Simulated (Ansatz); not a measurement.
**doublet C6H5F+ at 6 levels**

Wanted: a comparison of 6 runs (UHF/STO-3G, UCAM-B3LYP/6-31G*, UPBE/6-31G*, USVWN5/6-31G*, UB3LYP/6-31G*, UCCSD/6-31G*) of doublet C6H5F+. 

Program for the calculation: Ansatz 0.2.0.

38 further runs of the same task are left out: 38 set aside as unsound or not needed. Runs told in other sessions of the task aren't counted.

### 1 The molecule

C6H5F+ has 12 atoms, charge +1, and is taken as a doublet. SMILES of the parent species: `Fc1ccccc1`. The coordinates come from a PBE0-D4/def2-TZVP relaxation. That shape belongs to the parent species and isn't relaxed for this state.

Bond lengths: F1–C2 1.340 Å, C2–C3 1.381 Å, C3–C4 1.387 Å, C4–C5 1.387 Å, C5–C6 1.387 Å, C2–C7 1.381 Å, C6–C7 1.387 Å, C3–H8 1.083 Å, C4–H9 1.084 Å, C5–H10 1.083 Å, C6–H11 1.084 Å, C7–H12 1.083 Å. Some angles: F1–C2–C3 118.9°, F1–C2–C7 118.9°, C3–C2–C7 122.3°, C2–C3–C4 118.5°, C3–C4–C5 120.5°, C4–C5–C6 119.8°, C5–C6–C7 120.5°, C2–C7–C6 118.5°, C2–C3–H8 119.6°, C4–C3–H8 121.9°.

### 2 The energy at UHF/STO-3G (run 1)

in.yaml

```yaml
basis:
  gaussian:
    orbitals: STO-3G
crystal:
  periodic: [false, false, false]
  atoms:
    - {symbol: F, position_ang: [0.373400, -2.651880, -0.049000]}
    - {symbol: C, position_ang: [0.186660, -1.325620, -0.024490]}
    - {symbol: C, position_ang: [-0.745470, -0.799820, 0.848530]}
    - {symbol: C, position_ang: [-0.932320, 0.574350, 0.867240]}
    - {symbol: C, position_ang: [-0.196600, 1.396240, 0.025800]}
    - {symbol: C, position_ang: [0.733120, 0.840420, -0.841100]}
    - {symbol: C, position_ang: [0.932970, -0.531670, -0.873120]}
    - {symbol: H, position_ang: [-1.307140, -1.462390, 1.495210]}
    - {symbol: H, position_ang: [-1.659890, 1.003340, 1.546360]}
    - {symbol: H, position_ang: [-0.347620, 2.468730, 0.045610]}
    - {symbol: H, position_ang: [1.310500, 1.477900, -1.500520]}
    - {symbol: H, position_ang: [1.652380, -0.989580, -1.540520]}
total_charge: 1
magnetization:
  spin_polarized: true
  initial_magnetization: 1
hamiltonian:
  xc: hf
accuracy: high
output: {orbitals: {seedname: orbitals}}
```

Run with:

```sh
ansatz run in.yaml --threads 1 --pin off --max-ram 3480MiB --events-out events.jsonl --progress --plain --runs-dir runs
```

Log:

```text
Warning: RAYON_NUM_THREADS=1 ignored (pool sized by the plan → 1); use --threads N
Functional definition: HF
  name "HF"
  exchange = exact_x
  correlation = 0
886 factors; integrals over basis functions are off by at most 2.6e-9 eV
mean field evaluation 1: about -8843.4058 eV, gradient 1.9e1 eV
mean field evaluation 2: about -8843.6838 eV, gradient 1.9e1 eV
mean field evaluation 4: about -8846.6344 eV, gradient 2.1e0 eV
mean field evaluation 8: about -8846.7712 eV, gradient 6.3e-1 eV
mean field evaluation 16: about -8846.9066 eV, gradient 7.3e-4 eV
mean field evaluation 32: about -8846.8332 eV, gradient 1.9e-1 eV
mean field evaluation 64: about -8844.3248 eV, gradient 1.1e1 eV
mean field evaluation 96: about -8846.6090 eV, gradient 3.9e-1 eV
mean field -8846.90658135 eV, -325.1178202160 hartree, gradient 2.7e-8 eV, S^2 1.136372; 2 other end points of the search recorded, 0 dependent functions left out
reference -8846.90658135 eV, -325.1178202160 hartree; 25, 24 occupied and 15, 16 virtual orbitals, 886 factors
Total energy: -8846.90658135 eV, -325.1178202160 hartree
```

It took 1.3 s on 1 thread of Intel Xeon 6975P-C (Granite Rapids), shared host; peak memory 0.14 GiB.

### 3 A single-point energy at UCAM-B3LYP/6-31G(d) (spherical functions) (run 2)

in.yaml

```yaml
crystal:
  periodic: [false, false, false]
  atoms:
    - symbol: F
      position_ang: [0.373400, -2.651880, -0.049000]
    - symbol: C
      position_ang: [0.186660, -1.325620, -0.024490]
    - symbol: C
      position_ang: [-0.745470, -0.799820, 0.848530]
    - symbol: C
      position_ang: [-0.932320, 0.574350, 0.867240]
    - symbol: C
      position_ang: [-0.196600, 1.396240, 0.025800]
    - symbol: C
      position_ang: [0.733120, 0.840420, -0.841100]
    - symbol: C
      position_ang: [0.932970, -0.531670, -0.873120]
    - symbol: H
      position_ang: [-1.307140, -1.462390, 1.495210]
    - symbol: H
      position_ang: [-1.659890, 1.003340, 1.546360]
    - symbol: H
      position_ang: [-0.347620, 2.468730, 0.045610]
    - symbol: H
      position_ang: [1.310500, 1.477900, -1.500520]
    - symbol: H
      position_ang: [1.652380, -0.989580, -1.540520]
basis:
  gaussian: {orbitals: 6-31G_st_-spherical.json}
accuracy: high
output: {orbitals: {seedname: orbitals}}
hamiltonian: {xc: {name: CAM-B3LYP}}
magnetization: {spin_polarized: true, initial_magnetization: 1}
total_charge: 1
```

The basis set 6-31G* is read from a file made from the Basis Set Exchange's data (not shown).

Run with:

```sh
ansatz run in.yaml --threads 1 --pin off --max-ram 3480MiB --events-out events.jsonl --progress --plain --runs-dir runs
```

Log, cut to the lines that bear on the results:

```text
Warning: RAYON_NUM_THREADS=1 ignored (pool sized by the plan → 1); use --threads N
Functional definition: CAM-B3LYP
  name "CAM-B3LYP"
[...]
2656 factors; integrals over basis functions are off by at most 3.5e-9 eV
465 factors; integrals over basis functions are off by at most 2.2e-9 eV
[...]
mean field -9006.52931996 eV, -330.9838476638 hartree, gradient 9.4e-8 eV, S^2 0.768175; 2 other end points of the search recorded, 0 dependent functions left out
reference -9006.52933630 eV, -330.9838482640 hartree; 25, 24 occupied and 83, 84 virtual orbitals, 2656 factors
Total energy: -9006.52933630 eV, -330.9838482640 hartree
```

Run time: 24 s. Hardware: 1 thread of Intel Xeon 6975P-C (Granite Rapids), shared host; peak memory 0.71 GiB.

### 4 A single-point energy at UPBE/6-31G(d) (spherical functions) (run 3)

input.yaml

```yaml
crystal:
  periodic: [false, false, false]
  atoms:
    - symbol: F
      position_ang: [0.373400, -2.651880, -0.049000]
    - symbol: C
      position_ang: [0.186660, -1.325620, -0.024490]
    - symbol: C
      position_ang: [-0.745470, -0.799820, 0.848530]
    - symbol: C
      position_ang: [-0.932320, 0.574350, 0.867240]
    - symbol: C
      position_ang: [-0.196600, 1.396240, 0.025800]
    - symbol: C
      position_ang: [0.733120, 0.840420, -0.841100]
    - symbol: C
      position_ang: [0.932970, -0.531670, -0.873120]
    - symbol: H
      position_ang: [-1.307140, -1.462390, 1.495210]
    - symbol: H
      position_ang: [-1.659890, 1.003340, 1.546360]
    - symbol: H
      position_ang: [-0.347620, 2.468730, 0.045610]
    - symbol: H
      position_ang: [1.310500, 1.477900, -1.500520]
    - symbol: H
      position_ang: [1.652380, -0.989580, -1.540520]
basis:
  gaussian: {orbitals: 6-31G_st_-spherical.json}
total_charge: 1
magnetization: {spin_polarized: true, initial_magnetization: 1}
hamiltonian: {xc: pbe}
accuracy: high
output: {orbitals: {seedname: orbitals}}
```

The basis set 6-31G* is read from a file made from the Basis Set Exchange's data (not shown).

Run with:

```sh
ansatz run input.yaml --threads 1 --pin off --max-ram 3480MiB --events-out events.jsonl --progress --plain --runs-dir runs
```

Log:

```text
Warning: RAYON_NUM_THREADS=1 ignored (pool sized by the plan → 1); use --threads N
Functional definition: PBE
  name "PBE"
  parameter kappa = 0.804
  parameter beta = 0.06672455060314922
  exchange = pbe_x(kappa = kappa, mu = beta*pi^2/3)
  correlation = pbe_c(beta = beta)
2656 factors; integrals over basis functions are off by at most 3.5e-9 eV
mean field evaluation 1: about -8989.8420 eV, gradient 4.5e1 eV
mean field evaluation 2: about -8982.6363 eV, gradient 5.8e1 eV
mean field evaluation 4: about -8999.9860 eV, gradient 7.7e0 eV
mean field evaluation 8: about -9000.2553 eV, gradient 1.8e-1 eV
mean field evaluation 16: about -9000.2309 eV, gradient 3.3e-4 eV
mean field evaluation 32: about -8999.7252 eV, gradient 6.8e0 eV
mean field -9000.23090058 eV, -330.7523850209 hartree, gradient 3.4e-8 eV, S^2 0.754700; 3 other end points of the search recorded, 0 dependent functions left out
reference -9000.23090290 eV, -330.7523851061 hartree; 25, 24 occupied and 83, 84 virtual orbitals, 2656 factors
Total energy: -9000.23090290 eV, -330.7523851061 hartree
```

Wall time 12 s (1 thread of Intel Xeon 6975P-C (Granite Rapids), shared host); peak memory 0.44 GiB.

Runs 4 to 5 aren't shown in full; the table further down has their settings and results.

### 5 A single-point energy at UCCSD/6-31G(d) (spherical functions) (run 6)

job.yaml

```yaml
crystal:
  periodic: [false, false, false]
  atoms:
    - {symbol: F, position_ang: [0.373400, -2.651880, -0.049000]}
    - {symbol: C, position_ang: [0.186660, -1.325620, -0.024490]}
    - {symbol: C, position_ang: [-0.745470, -0.799820, 0.848530]}
    - {symbol: C, position_ang: [-0.932320, 0.574350, 0.867240]}
    - {symbol: C, position_ang: [-0.196600, 1.396240, 0.025800]}
    - {symbol: C, position_ang: [0.733120, 0.840420, -0.841100]}
    - {symbol: C, position_ang: [0.932970, -0.531670, -0.873120]}
    - {symbol: H, position_ang: [-1.307140, -1.462390, 1.495210]}
    - {symbol: H, position_ang: [-1.659890, 1.003340, 1.546360]}
    - {symbol: H, position_ang: [-0.347620, 2.468730, 0.045610]}
    - {symbol: H, position_ang: [1.310500, 1.477900, -1.500520]}
    - {symbol: H, position_ang: [1.652380, -0.989580, -1.540520]}
basis:
  gaussian:
    orbitals: 6-31G_st_-spherical.json
total_charge: 1
magnetization:
  spin_polarized: true
  initial_magnetization: 1
correlation:
  method: ccsd
  frozen_orbitals: {C: 1, F: 1, H: 0}
accuracy: high
scf:
  omitted_lower_state_checks: [cluster_reference, increment]
```

The basis set 6-31G* is read from a file made from the Basis Set Exchange's data (not shown).

Run with:

```sh
ansatz run job.yaml --threads 1 --pin off --max-ram 3480MiB --events-out events.jsonl --progress --plain --runs-dir runs
```

Log:

```text
Warning: RAYON_NUM_THREADS=1 ignored (pool sized by the plan → 1); use --threads N
[... 14 lines left out ...]
7 core orbitals not correlated: weight in the atoms' cores, before any rotation towards them, 1.000 or more for the frozen orbitals, at most 0.000 for the correlated occupied ones
[... 37 lines left out ...]
Total energy: -8984.52850703 eV, -330.1753327011 hartree
Checks for a lower state left out: cluster_reference, increment
```

Wall time 2.4 min (1 thread of Intel Xeon 6975P-C (Granite Rapids), shared host); peak memory 2.3 GiB.

### 6 The series

```csv
run,level,Cartesian functions,frozen core orbitals,energy (Eh),HOMO energy (eV),LUMO energy (eV),⟨S²⟩,wall time
1,UHF/STO-3G,no,–,-325.117820,-15.23,-5.69,1.136,1.3 s
2,UCAM-B3LYP/6-31G* (spherical functions),no,–,-330.983848,-14.68,-9.95,0.768,24 s
3,UPBE/6-31G* (spherical functions),no,–,-330.752385,-12.38,-11.93,0.755,12 s
4,USVWN5/6-31G* (spherical functions),no,–,-328.367560,-12.57,-12.26,0.752,6.6 s
5,UB3LYP/6-31G* (Cartesian functions),yes,–,-331.152919,-13.17,-11.27,0.760,19 s
6,UCCSD/6-31G* (spherical functions),no,7,-330.175333,–,–,0.868,2.4 min
```

### 7 Results

| quantity | value |
| --- | --- |
| run 6: total energy | -330.17533 Eh |
| run 6: correlation energy (7 core orbitals frozen) | -916.0 mEh |
| run 6: ⟨S²⟩ of the reference determinant | 0.868 |
| run 6: T1 diagnostic | 0.036 |

What this shows: Totals of different functionals can't be ranked against each other. In run 1 the basis is minimal, so the values are rough. Spin contamination of the reference: run 1 ⟨S²⟩ = 1.14, run 6 ⟨S²⟩ = 0.87. All runs together took 3.4 min, the longest 2.4 min.
